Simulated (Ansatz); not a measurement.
C3H8O, SMILES CCCO: an atomisation energy, run with Ansatz 0.2.0, Python API.

`c3h8o_tae.py`
```python
"""Atomisation energy of C3H8O at the given geometry."""

from collections import Counter

import ansatz as az
from ase import Atoms


def energy_of(molecule, charge=0, unpaired=0):
    calc = molecule.calculation().basis(gaussian="6-31G").functional("pbe")
    if charge:
        calc = calc.charge(charge)
    if unpaired:
        calc = calc.spin("collinear", total=unpaired)
    report = calc.run(threads=1, backend="cpu").report
    if report["published_state_doubts"]:
        print("  doubts:", report["published_state_doubts"])
    return report["free_energy_ev"]


def main() -> None:
    atoms = Atoms(["C", "C", "C", "O", "H", "H", "H", "H", "H", "H", "H", "H"], positions=[
        (-0.931, 1.0916, -0.2396),
        (-0.1676, 0.1079, 0.514),
        (0.7699, -0.6344, -0.4071),
        (1.6294, -1.5598, 0.3647),
        (-1.5721, 0.6507, -1.0537),
        (-1.6652, 1.6734, 0.4228),
        (-0.3037, 1.8858, -0.7153),
        (-0.7959, -0.5864, 1.0007),
        (0.3985, 0.6208, 1.3616),
        (0.2734, -1.1772, -1.1582),
        (1.4955, 0.0564, -0.8464),
        (0.9459, -2.1839, 0.7905),
    ])
    molecule = az.Crystal.molecule_from_ase(atoms)

    # unpaired electrons of the ground-state atoms
    unpaired = {"C": 2, "O": 2, "H": 1}
    counts = Counter(site.symbol for site in molecule.cartesian_sites)
    atom_energy = {s: energy_of(az.Crystal.molecule().atom(s, (0, 0, 0)), 0, unpaired[s]) for s in counts}
    whole = energy_of(molecule, 0, 0)
    for s, e in atom_energy.items():
        print(f"{s:2s} x{counts[s]}  {e:14.5f} eV")
    print(f"C3H8O: {whole:.5f} eV")
    split = sum(counts[s] * e for s, e in atom_energy.items()) - whole
    print(f"atomisation energy (no zero-point term): {23.060548 * split:.1f} kcal/mol, {split / sum(counts.values()):.3f} eV an atom")


if __name__ == "__main__":
    main()
```

What does it cost to take this molecule apart into atoms?

1089.1 kcal/mol from the electronic energies, without the zero-point term.

The output:

```console
$ python c3h8o_tae.py
C  x3     -1028.04856 eV
O  x1     -2040.07168 eV
H  x8       -13.53580 eV
C3H8O: -5279.73002 eV
atomisation energy (no zero-point term): 1089.1 kcal/mol, 3.936 eV an atom
```

Notes:
- These settings explore the input space; basis and method may be short of convergence.
- The geometry is a force-field or estimated start, not a minimum of this method, and the basis set is short of its limit. All parts are taken at fixed geometry, without zero-point energy.
- This functional overbinds, so such energies come out a few per cent too high (LDA far more).
- Wall time of the script: 2.5 s on 1 thread of Arm Neoverse V1, with other jobs on the host, peak memory 0.17 GiB.

(Lines on the test bed's own set-up are left out of the output.)
